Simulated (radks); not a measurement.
**Rh²⁺ in [Kr] 4d7: an all-electron calculation**

The task here is to estimate one member of a computed series from the others.

The numbers are computed with radks (a radial shooting solver on a logarithmic mesh, Libxc functionals) version 1 (Dirac Kohn-Sham, B86b exchange with PBE correlation, spin-unpolarised, spherical densities, finite nucleus; open shells fill j = l - 1/2 first), except any that are marked as measured or tabulated.

## What is computed

| Quantity | Value |
| --- | --- |
| element | rhodium (Z = 45) |
| charge | +2 |
| electrons | 43 |
| configuration | [Kr] 4d7 |
| nuclear rms radius | 4.4945 fm |

The first run:

The run's settings:

```text
Z 45
configuration [Kr] 4d7 5s0 5p0
relativity Dirac
functional b86_mgc,pbe
spin unpolarised
j_filling energy
nucleus finite rms 4.4945 fm
c 137.035999084
```

Started as:

```sh
$ python run_ks.py task.json out
```

The same process makes all the runs of this session.

Steps of the session up to this table: Self-consistent calculation.

One table of the session follows, with a row left open; its other results are not shown here.

It belongs to the step «Radial structure». Sizes of the orbitals, from the radial functions (bohr):

| level | <r> | outermost maximum (interpolated) | 90 % within | nodes |
| --- | --- | --- | --- | --- |
| 1s1/2 | 0.03262 | 0.0212 | 0.0585 | 0 |
| 2s1/2 | 0.1416 | 0.120 | 0.219 | 1 |
| 2p1/2 | 0.1203 | 0.0929 | 0.197 | 0 |
| 2p3/2 | 0.1252 | 0.0970 | 0.204 | 0 |
| 3s1/2 | 0.3904 | 0.352 | 0.576 | 2 |
| 3p1/2 | 0.3830 | 0.338 | 0.578 | 1 |
| 3p3/2 | 0.3937 | 0.348 | 0.593 | 1 |
| 3d3/2 | 0.3683 | 0.290 | 0.585 | 0 |
| 3d5/2 | 0.3718 | 0.293 | 0.590 | 0 |
| 4s1/2 | 0.9778 | 0.881 | 1.42 | 3 |
| 4p1/2 | ? | ? | ? | ? |
| 4p3/2 | 1.085 | 0.951 | 1.60 | 2 |
| 4d3/2 | 1.436 | 1.12 | 2.26 | 1 |
| 4d5/2 | 1.452 | 1.13 | 2.29 | 1 |
| 5s1/2 | 2.666 | 2.35 | 3.87 | 4 |
| 5p1/2 | 3.170 | 2.77 | 4.63 | 3 |
| 5p3/2 | 3.245 | 2.84 | 4.73 | 3 |

Q: Estimate the row for 4p1/2 from the others.

The run gave: <r>: 1.055; outermost maximum (interpolated): 0.927; 90 % within: 1.56; nodes: 2. In the column «<r>» it lies between 4s1/2 (0.9778) and 4p3/2 (1.085).

To keep in mind: Spin polarisation and multiplet splitting are left out.
